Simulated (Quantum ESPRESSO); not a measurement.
Crystal: Rh.

```
CELL_PARAMETERS angstrom
0.00000 1.90150 1.90150
1.90150 0.00000 1.90150
1.90150 1.90150 0.00000
ATOMIC_POSITIONS crystal
Rh 0.00000 0.00000 0.00000
```

```yaml
Program: Quantum ESPRESSO 7.5
Task: phonons and electron-phonon coupling
Functional: PBE
Potentials_or_basis: GBRV 1.5 PBE
Cutoff: 612 eV
Density_cutoff: 4898 eV
k_mesh: 12 × 12 × 12
Occupations: methfessel-paxton, width 0.272 eV
Spin: no spin polarisation
Mixing_beta: 0.5
Most_SCF_iterations: 120
SCF_threshold: 2e-10 Ry
q_mesh: 4 × 4 × 4
```

Task: Is this structure dynamically stable at this level, and how far does the spectrum reach?

Result: Yes, as far as this q mesh shows: no mode on the path is imaginary. The highest frequency is 253 cm⁻¹.

Phonon frequencies at the corners of the path (cm⁻¹, interpolated; i marks imaginary ones):
```csv
point,frequencies
Γ,0 0 0
X,190 190 246
W,189 211 211
K,177 208 223
L,143 143 253
U,177 208 223
```

Harmonic thermodynamics per atom at this volume (zero-point energy 33.5 meV, Debye temperature from the second moment 345 K):
| T (K) | free energy (meV) | entropy (k_B) | heat capacity Cv (k_B) |
| --- | --- | --- | --- |
| 50 | 33.3 | 0.19 | 0.57 |
| 100 | 30.9 | 0.99 | 1.77 |
| 200 | 15.3 | 2.54 | 2.60 |
| 298.15 | -11.0 | 3.63 | 2.81 |
| 500 | -88.1 | 5.12 | 2.93 |
| 800 | -239.6 | 6.50 | 2.97 |

Phonon states per cell in windows of 20 cm⁻¹ (negative: imaginary):
```
from (cm⁻¹)  total
          0   0.00
         20   0.00
         40   0.02
         60   0.04
         80   0.07
        100   0.12
        120   0.23
        140   0.47
        160   0.55
        180   0.48
        200   0.19
        220   0.68
        240   0.16
```

Caveat: λ from interpolated matrix elements is rough: modes that symmetry makes equal can differ by tens of percent.
